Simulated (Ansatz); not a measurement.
# SiNi: the cost of one run

Program: Ansatz 0.2.0. Level of theory: DFT LDA, scalar-relativistic, plane waves, PAW. These are calculated values, not measurements.

**1. The structure to begin with**

It takes space group Pnma (No. 62, orthorhombic). The conventional cell has a = 5.173 Å, b = 3.338 Å, c = 5.605 Å, α = 90.00°, β = 90.00°, γ = 90.00°. Around Si (site symmetry m) lie 6 Ni at 2.28 to 2.40 Å. Around Ni (site symmetry m) lie 6 Si at 2.28 to 2.40 Å.

Coordinates:

```
CELL_PARAMETERS angstrom
5.17310 0.00000 0.00000
0.00000 3.33810 0.00000
0.00000 0.00000 5.60490
ATOMIC_POSITIONS crystal
Si 0.32128 0.75000 0.08250
Si 0.17872 0.25000 0.58250
Si 0.82128 0.75000 0.41750
Si 0.67872 0.25000 0.91750
Ni 0.00779 0.25000 0.18752
Ni 0.49221 0.75000 0.68752
Ni 0.50779 0.25000 0.31248
Ni 0.99221 0.75000 0.81248
```

The structure rests on an entry of the Crystallography Open Database; cell or positions may have been set otherwise for this series.

**2. Relaxing cell and atoms: SiNi, no spin**

input.yaml reads:

```yaml
crystal:
  lattice:
    - [5.1731, 0.0, 0.0]
    - [0.0, 3.3381, 0.0]
    - [0.0, 0.0, 5.6049]
  atoms:
    - { symbol: Si, position: [0.32128, 0.75, 0.0825] }
    - { symbol: Si, position: [0.17872, 0.25, 0.5825] }
    - { symbol: Si, position: [0.82128, 0.75, 0.4175] }
    - { symbol: Si, position: [0.67872, 0.25, 0.9175] }
    - { symbol: Ni, position: [0.00779, 0.25, 0.18752] }
    - { symbol: Ni, position: [0.49221, 0.75, 0.68752] }
    - { symbol: Ni, position: [0.50779, 0.25, 0.31248] }
    - { symbol: Ni, position: [0.99221, 0.75, 0.81248] }
scf:
  occupations: { method: gaussian, width: 0.05 }
output:
  forces: true
  stress: true
  eigenvalues: true
  write_density: true
  write_potential: true
  elf: true
  volumetric_format: npy
kpoints:
  mp_grid: { grid: [8, 10, 6] }
hamiltonian:
  xc: lda
relax:
  f_tol: 0.01
  adjacent_minimum: "off"
  cell: { stress_tol: 0.05 }
```

Command:

```bash
ansatz run input.yaml --threads 4 --pin off --max-ram 10240MiB --backend cpu --events-out ev --progress --plain --runs-dir out
```

Q: Estimate wall time and peak memory on 4 threads of Arm Neoverse V2, shared host.

About 66 s, with a peak of 0.75 GiB.
